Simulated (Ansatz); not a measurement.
# C8H10: the cost of one run

Computed with Ansatz 0.2.0 (the levels named in each step, unless a step's input says otherwise).

**1. The system as given**

Bond lengths (14 of 18 bonds, heavy atoms first): C1–C2 1.499 Å, C2–C3 1.389 Å, C3–C4 1.383 Å, C4–C5 1.383 Å, C5–C6 1.389 Å, C6–C7 1.499 Å, C2–C8 1.388 Å, C6–C8 1.388 Å, C1–H9 1.088 Å, C1–H10 1.091 Å, C1–H11 1.088 Å, C3–H12 1.081 Å, C4–H13 1.081 Å, C5–H14 1.081 Å. Angles (14 of 30 angles, heavy atoms first): C1–C2–C3 120.7°, C1–C2–C8 120.6°, C3–C2–C8 118.7°, C2–C3–C4 120.3°, C3–C4–C5 120.3°, C4–C5–C6 120.4°, C5–C6–C7 120.7°, C5–C6–C8 118.7°, C7–C6–C8 120.6°, C2–C8–C6 121.5°, C2–C1–H9 110.9°, C2–C1–H10 110.0°, C2–C1–H11 110.9°, C2–C3–H12 119.7°.

Coordinates:

```xyz
18

C    -2.4005   -1.2746    0.0809
C    -1.1770   -0.4131   -0.0140
C    -1.2854    0.9422   -0.2971
C    -0.1533    1.7344   -0.3665
C     1.0970    1.1840   -0.1522
C     1.2285   -0.1681    0.1368
C     2.5822   -0.7757    0.3524
C     0.0839   -0.9510    0.2026
H    -3.1935   -0.8926   -0.5580
H    -2.7708   -1.2858    1.1068
H    -2.1772   -2.2995   -0.2068
H    -2.2607    1.3775   -0.4639
H    -0.2467    2.7875   -0.5897
H     1.9785    1.8070   -0.2091
H     2.5246   -1.6204    1.0352
H     2.9854   -1.1354   -0.5951
H     3.2763   -0.0418    0.7555
H     0.1769   -2.0051    0.4276
```

**2. A rough first relaxation, PBE-D4/def2-SVP**

This run stands in another session on the same molecule. It ended at:

```xyz
18

C    -2.4283   -1.2848    0.0864
C    -1.1978   -0.4176   -0.0211
C    -1.3027    0.9567   -0.3145
C    -0.1560    1.7614   -0.3727
C     1.1111    1.2068   -0.1431
C     1.2495   -0.1657    0.1452
C     2.6113   -0.7824    0.3516
C     0.0846   -0.9556    0.2025
H    -3.2479   -0.9139   -0.5606
H    -2.8169   -1.2987    1.1280
H    -2.2153   -2.3355   -0.1942
H    -2.2951    1.3991   -0.4974
H    -0.2511    2.8347   -0.5998
H     2.0077    1.8454   -0.1891
H     2.5681   -1.6518    1.0373
H     3.0342   -1.1470   -0.6097
H     3.3329   -0.0509    0.7665
H     0.1798   -2.0307    0.4301
```

**3. Relaxation, PBE0-D4/def2-TZVP**

This run stands in another session on the same molecule. It ended at:

```xyz
18

C    -2.4038   -1.2739    0.0877
C    -1.1822   -0.4125   -0.0179
C    -1.2873    0.9440   -0.3082
C    -0.1540    1.7389   -0.3679
C     1.0983    1.1902   -0.1432
C     1.2332   -0.1650    0.1406
C     2.5854   -0.7772    0.3469
C     0.0837   -0.9455    0.2004
H    -3.2047   -0.9089   -0.5579
H    -2.7886   -1.2823    1.1125
H    -2.1874   -2.3079   -0.1876
H    -2.2651    1.3797   -0.4860
H    -0.2476    2.7959   -0.5916
H     1.9819    1.8184   -0.1907
H     2.5362   -1.6343    1.0211
H     3.0030   -1.1307   -0.6012
H     3.2896   -0.0547    0.7637
H     0.1775   -2.0047    0.4246
```

**4. Relaxation, PBE0-D4/def2-SVP**

This run stands in another session on the same molecule. It ended at:

```xyz
18

C    -2.4136   -1.2783    0.0873
C    -1.1893   -0.4151   -0.0193
C    -1.2939    0.9493   -0.3106
C    -0.1548    1.7480   -0.3698
C     1.1038    1.1970   -0.1433
C     1.2407   -0.1657    0.1426
C     2.5958   -0.7793    0.3487
C     0.0841   -0.9499    0.2013
H    -3.2229   -0.9126   -0.5616
H    -2.8018   -1.2865    1.1199
H    -2.1987   -2.3212   -0.1880
H    -2.2788    1.3893   -0.4907
H    -0.2492    2.8134   -0.5953
H     1.9936    1.8311   -0.1907
H     2.5495   -1.6442    1.0264
H     3.0170   -1.1352   -0.6067
H     3.3079   -0.0535    0.7679
H     0.1786   -2.0171    0.4272
```

**5. Frequencies, PBE0-D4/def2-SVP**

Input file input.yaml:

```yaml
crystal:
  periodic: [false, false, false]
  atoms:
    - { symbol: C, position_ang: [-2.41362938, -1.27825837, 0.08729693] }
    - { symbol: C, position_ang: [-1.18929983, -0.41512885, -0.0192662] }
    - { symbol: C, position_ang: [-1.29390924, 0.94925292, -0.31062507] }
    - { symbol: C, position_ang: [-0.15481239, 1.74799168, -0.36982265] }
    - { symbol: C, position_ang: [1.10379686, 1.19700635, -0.14329979] }
    - { symbol: C, position_ang: [1.24067682, -0.16567696, 0.14264739] }
    - { symbol: C, position_ang: [2.59580333, -0.77927765, 0.34870058] }
    - { symbol: C, position_ang: [0.08409187, -0.94986372, 0.20129452] }
    - { symbol: H, position_ang: [-3.22286933, -0.9126259, -0.5615588] }
    - { symbol: H, position_ang: [-2.80179338, -1.28651414, 1.11985323] }
    - { symbol: H, position_ang: [-2.19869652, -2.32116371, -0.18799699] }
    - { symbol: H, position_ang: [-2.27880631, 1.38926487, -0.49065904] }
    - { symbol: H, position_ang: [-0.24915788, 2.81335763, -0.59534324] }
    - { symbol: H, position_ang: [1.99357918, 1.83111236, -0.19066574] }
    - { symbol: H, position_ang: [2.54953286, -1.64423805, 1.02643778] }
    - { symbol: H, position_ang: [3.01704528, -1.13523466, -0.6066848] }
    - { symbol: H, position_ang: [3.30791919, -0.05349573, 0.76788053] }
    - { symbol: H, position_ang: [0.17859889, -2.0170781, 0.42721134] }
basis:
  gaussian: { orbitals: def2-SVP }
hamiltonian:
  xc: pbe0
  dispersion: d4
phonons: {}
```

Started as:

```sh
> ansatz run input.yaml --threads 8 --pin off --max-ram 22528MiB --backend cpu --events-out ev --progress --plain --runs-dir out
```

What time and memory should one allow on 8 threads of Intel Xeon at 2.50GHz (Skylake/Cascade Lake), shared host?

About 5.8 min, with a peak of 0.56 GiB.
